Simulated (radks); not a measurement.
# Sr⁹⁺ in [Ar] 3d10 4s1: an all-electron calculation

An exercise on one series of results from a longer session: the logs are not shown, and one member is left open.

Program: radks (a radial shooting solver on a logarithmic mesh, Libxc functionals) version 1. Level of theory: Dirac Kohn-Sham, LDA (Slater exchange, Perdew-Wang correlation), spin-unpolarised, spherical densities, finite nucleus. These are calculated values, not measurements, unless marked.

**Starting point**

* element: strontium (Z = 38)
* charge: +9
* electrons: 29
* configuration: [Ar] 3d10 4s1
* nuclear rms radius: 4.224 fm

Outer shells as boxes (Hund's rule):

Sr⁹⁺
```
[Ar] core
3d [↑↓][↑↓][↑↓][↑↓][↑↓]
4s [↑ ]
```

Set-up of the first run:

The run's settings:

```text
Z 38
configuration [Ar] 3d10 4s1
relativity Dirac
functional lda,pw
spin unpolarised
j_filling average
nucleus finite rms 4.224 fm
c 137.035999084
```

Steps of the session up to this table: Self-consistent calculation.

One table of the session follows, with a row left open; its other results are not shown here.

It belongs to the step «Shells». From the orbitals of this run (lengths in bohr):

```
level     <r>  outermost maximum (interpolated)  90 % within  nodes
1s1/2       ?                                 ?            ?      ?
2s1/2  0.1723                             0.145        0.267      1
2p1/2  0.1475                             0.114        0.241      0
2p3/2  0.1517                             0.117        0.247      0
3s1/2  0.4901                             0.435        0.726      2
3p1/2  0.4879                             0.424        0.741      1
3p3/2  0.4981                             0.433        0.755      1
3d3/2  0.4859                             0.372        0.783      0
3d5/2  0.4893                             0.374        0.788      0
4s1/2   1.173                              1.10         1.67      3
```

Estimate the missing values for 1s1/2.

The run gave: <r>: 0.03920; outermost maximum (interpolated): 0.0256; 90 % within: 0.0702; nodes: 0. In the column «<r>» it is the lowest.

Caveats from the session: Spin polarisation and multiplet splitting are left out.
